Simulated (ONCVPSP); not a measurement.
# Pseudopotential generation for germanium: ONCV, PBEsol

Task: generate the file, and judge it by its errors in other configurations, its logarithmic derivatives, its ghosts and its cutoff.

Program: ONCVPSP 4.0.1. Reference atom: PBEsol, scalar-relativistic, spherical and spin-unpolarised. All values are calculated.

**1. The atom and the settings**

Typed settings, in words:

* element: germanium (Ge, Z = 32)
* type: optimised norm-conserving Vanderbilt (ONCV)
* frozen core: [Ar] 3d10
* valence charge: 4
* reference configuration: 4s1.5 4p2.5
* partial waves: 4s: rc 1.40 bohr, ncon 5, nbas 9, qcut 4.4 1/bohr, 2 projectors, debl 1.7 Ha; 4p: rc 1.85 bohr, ncon 4, nbas 8, qcut 5.2 1/bohr, 1 projector; d scattering state at 0.42 Ha: rc 1.85 bohr, ncon 5, nbas 9, qcut 6 1/bohr, 1 projector
* local potential: polynomial inside 1.20 bohr (lpopt 1, dvloc0 6 Ha)
* core correction: not asked for

The nodes and maxima of the atom's own shells, from an earlier all-electron run, set the scale for the radii.

All-electron outer shells of the reference configuration (PBEsol, scalar-relativistic, ld1.x):

```json
{"shell": "3p", "level (eV)": "-116.34", "outermost node (bohr)": "0.23", "outermost maximum (bohr)": "0.54"}
{"shell": "3d", "level (eV)": "-30.20", "outermost node (bohr)": "–", "outermost maximum (bohr)": "0.50"}
{"shell": "4s", "level (eV)": "-12.24", "outermost node (bohr)": "0.77", "outermost maximum (bohr)": "1.73"}
{"shell": "4p", "level (eV)": "-4.25", "outermost node (bohr)": "0.82", "outermost maximum (bohr)": "2.19"}
```

**2. The generation run**

Ge.dat

```
# ATOM AND REFERENCE CONFIGURATION
# atsym  z   nc   nv     iexc    psfile
  Ge 32.00    6    2  -116133      upf
#
#   n    l    f
    1    0    2.00
    2    0    2.00
    2    1    6.00
    3    0    2.00
    3    1    6.00
    3    2   10.00
    4    0    1.50
    4    1    2.50
#
# PSEUDOPOTENTIAL AND OPTIMIZATION
# lmax
    2
#
#   l,   rc,      ep,       ncon, nbas, qcut
    0    1.40    0.00    5    9    4.40
    1    1.85    0.00    4    8    5.20
    2    1.85    0.42    5    9    6.00
#
# LOCAL POTENTIAL
# lloc, lpopt,  rc(5),   dvloc0
    4    1    1.20    6.00
#
# VANDERBILT-KLEINMAN-BYLANDER PROJECTORs
# l, nproj, debl
    0    2    1.70
    1    1    1.80
    2    1    0.90
#
# MODEL CORE CHARGE
# icmod, fcfact, rcfact
    0    0.00    0.00
#
# LOG DERIVATIVE ANALYSIS
# epsh1, epsh2, depsh
   -2.00    5.00    0.02
#
# OUTPUT GRID
# rlmax, drl
    6.00    0.01
#
# TEST CONFIGURATIONS
# ncnf
    4
# nvcnf
#   n    l    f
    2
    4    0    2.00
    4    1    2.00
#
    2
    4    0    2.00
    4    1    1.00
#
    2
    4    0    2.00
    4    1    0.00
#
    2
    4    0    1.00
    4    1    2.00
#
```

Run with:

```bash
$ oncvpsp.x < Ge.dat > Ge.out
```

Before running it: what results should come out? Wanted: cutoffs for 1 and 0.1 mHa per electron, occupied waves; bound ghosts; GHOST(+) flags; largest test error; largest phase difference near zero energy, channels read.

As calculated:

```
                                                quantity                 value
  cutoffs for 1 and 0.1 mHa per electron, occupied waves      95 Ha and 116 Ha
                                            bound ghosts       s at -158.68 eV
                                          GHOST(+) flags    none at low energy
                            largest test error (AE − PS)  -31 meV, for 4s2 4p0
largest phase difference near zero energy, channels read             0.069 rad
```

A bound ghost (s) makes it unfit for use: electrons can fall into a state that the atom doesn't have. The worst unpolarised test, 4s2 4p0, is off by 31 meV on 18.9 eV; by total energies transferability rates as fair. It counts as very hard, with 95 Ha needed at the looser tolerance. At the looser tolerance the 4s wave is the slowest; 4p needs 8 Ha. Of the channels read, d scatters worst near zero energy, by up to 0.07 rad. All of this concerns the isolated atom, not yet a solid.
